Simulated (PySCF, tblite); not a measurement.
# C₄H₁₃NSi₃: geometry, infrared bands and NMR shifts

Aim: predict the infrared bands and NMR shifts of C₄H₁₃NSi₃ (`N#C[C@@H]([SiH3])C[SiH2]C[SiH3]`).

Programs: tblite 0.8.0 and PySCF 2.14.0, with density-fitted response routines of our own. Each step states its level of theory. These are calculated values for one molecule in the gas phase, unless marked as measured. Atoms count from 0, in the outputs and in this text.

### Step 1. The molecule as given

21 atoms, charge 0, multiplicity 1; geometry from: force field or distance geometry start.

Bonds of the start (Å): N0–C1 1.17, C1–C2 1.47, C2–Si3 1.90, C2–C4 1.54, C4–Si5 1.89, Si5–C6 1.85, C6–Si7 1.85, C2–H8 1.10, Si3–H9 1.50, Si3–H10 1.48, Si3–H11 1.48, C4–H12 1.10, C4–H13 1.09, Si5–H14 1.49, Si5–H15 1.47, C6–H16 1.10, C6–H17 1.10, Si7–H18 1.48, Si7–H19 1.49, Si7–H20 1.48.

### Step 2. Optimising the geometry with GFN2-xTB

What the job is given:

```
{"job": {"kind": "relax", "xc": "GFN2-xTB", "basis": "xTB"}, "charge": 0, "multiplicity": 1}
N     -1.265400    -2.451400    -0.843000
C     -1.506900    -1.332900    -0.608400
C     -1.744500     0.078700    -0.283100
Si    -3.606600     0.308600     0.040800
C     -0.854800     0.563500     0.883100
Si     0.970100     0.829600     0.470300
C      1.892900    -0.757500     0.280500
Si     3.677400    -0.328600     0.040900
H     -1.532500     0.676200    -1.180600
H     -4.015400    -0.472200     1.255900
H     -3.888300     1.736100     0.302800
H     -4.410100    -0.128800    -1.124300
H     -0.926400    -0.120200     1.739900
H     -1.210300     1.537700     1.230900
H      1.541100     1.644900     1.582800
H      1.032700     1.637200    -0.759300
H      1.768000    -1.385000     1.175400
H      1.519300    -1.335500    -0.572500
H      3.864700     0.494000    -1.177700
H      4.467600    -1.576000    -0.123300
H      4.218400     0.398500     1.214200
```

Run with:

```sh
> OMP_NUM_THREADS=1 python probes_run.py task.json out
```

This one command runs all jobs of the session in turn.

**Question.** This job is followed by: GFN2-xTB harmonic vibrations, gas phase; GIAO PBE0/pcSseg-1 NMR shielding, non-relativistic, gas phase. What will the session give for the following? strongest single infrared mode (GFN2-xTB); zero-point energy (GFN2-xTB); 13C shifts against TMS (PBE0/pcSseg-1); 1H shifts against TMS (PBE0/pcSseg-1, means over atoms taken as alike); 15N shifts against NH3 (PBE0/pcSseg-1); 29Si shifts against TMS (PBE0/pcSseg-1).

The runs gave:

| quantity | value |
| --- | --- |
| strongest single infrared mode (GFN2-xTB) | 2248 cm⁻¹, 531 km/mol |
| zero-point energy (GFN2-xTB) | 90.6 kcal/mol |
| 13C shifts against TMS (PBE0/pcSseg-1) | 128.2, 15.4, 7.9, -10.6 ppm |
| 1H shifts against TMS (PBE0/pcSseg-1, means over atoms taken as alike) | 4.38, 4.19, 4.07, 4.00, 1.81, 1.03, 0.97, 0.79, 0.03 ppm |
| 15N shifts against NH3 (PBE0/pcSseg-1) | 300.3 ppm |
| 29Si shifts against TMS (PBE0/pcSseg-1) | -31.5, -55.0, -75.0 ppm |

The optimisation took 90 steps and gained 0.251 eV; among the close pairs (by a distance rule), C6–Si7 changed most, from 1.851 to 1.898 Å. All 57 modes are real, so the xTB geometry is a minimum. GFN2-xTB is a fitted tight-binding method: band positions and strengths are rough. Its intensities can rank the bands wrongly. At PBE0/pcSseg-1: The largest span, 475 ppm, is at N0, where the paramagnetic term is -375 ppm.
